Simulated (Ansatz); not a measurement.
# SrEuMgWO6: the cost of one run

Program: Ansatz 0.2.0. Level of theory: DFT PBEsol, scalar-relativistic, plane waves, PAW. These are calculated values, not measurements.

1 further run of the same task is left out (it didn't finish). Runs told in other sessions of the task aren't counted.

## (1) The structure to begin with

It takes space group F-43m (No. 216, cubic). The conventional cell has a = 8.043 Å, b = 8.043 Å, c = 8.043 Å, α = 90.00°, β = 90.00°, γ = 90.00°. Around Eu (site symmetry -43m) lie 12 O at 2.84 Å. Mg (site symmetry -43m) has 6 O at 2.06 Å in its first shell of neighbours. O (site symmetry 2mm) is surrounded by 1 W at 1.96 Å and 1 Mg at 2.06 Å and 2 Eu at 2.84 Å and 2 Sr at 2.84 Å. Sr (site symmetry -43m) is surrounded by 12 O at 2.84 Å. W (site symmetry -43m) is surrounded by 6 O at 1.96 Å.

As a file:

```xyz
10
Lattice="0.0000 4.0213 4.0213 4.0213 0.0000 4.0213 4.0213 4.0213 0.0000" Properties=species:S:1:pos:R:3 pbc="T T T"
Eu    2.0106    2.0106    2.0106
Mg    0.0000    0.0000    0.0000
O     2.0623    4.0213    4.0213
O     5.9803    4.0213    4.0213
O     4.0213    2.0623    4.0213
O     4.0213    5.9803    4.0213
O     4.0213    4.0213    2.0623
O     4.0213    4.0213    5.9803
Sr    6.0319    6.0319    6.0319
W     4.0213    4.0213    4.0213
```

Starting moments: Eu 7.00 μB.

## (2) The first run (PBEsol, 4×4×4 mesh)

File input.yaml:

```yaml
crystal:
  lattice:
    - [0.0, 4.02127161, 4.02127161]
    - [4.02127161, 0.0, 4.02127161]
    - [4.02127161, 4.02127161, 0.0]
  atoms:
    - { symbol: Eu, position: [0.25, 0.25, 0.25], spin: 7.0 }
    - { symbol: Mg, position: [0.0, 0.0, 0.0] }
    - { symbol: O, position: [0.74357794, 0.25642206, 0.25642206] }
    - { symbol: O, position: [0.25642206, 0.74357794, 0.74357794] }
    - { symbol: O, position: [0.25642206, 0.74357794, 0.25642206] }
    - { symbol: O, position: [0.74357794, 0.25642206, 0.74357794] }
    - { symbol: O, position: [0.25642206, 0.25642206, 0.74357794] }
    - { symbol: O, position: [0.74357794, 0.74357794, 0.25642206] }
    - { symbol: Sr, position: [0.75, 0.75, 0.75] }
    - { symbol: W, position: [0.5, 0.5, 0.5] }
basis:
  ecutwfc: 420
kpoints:
  mp_grid: { grid: [4, 4, 4] }
hamiltonian:
  xc: pbesol
scf:
  occupations: { method: gaussian, width: 0.1 }
  lower_state_search: "off"
output:
  forces: true
  stress: true
  eigenvalues: true
  populations: true
  hubbard: { sites: [{ species: Eu, l: f }] }
magnetization:
  spin_polarized: true
```

Command:

```bash
$ ansatz run input.yaml --threads 8 --pin off --max-ram 14336MiB --backend cpu --events-out ev --progress --plain --runs-dir out
```

Q: Estimate wall time and peak memory on 8 threads of Arm Neoverse V2, shared host.

About 4.2 s, with a peak of 0.67 GiB.
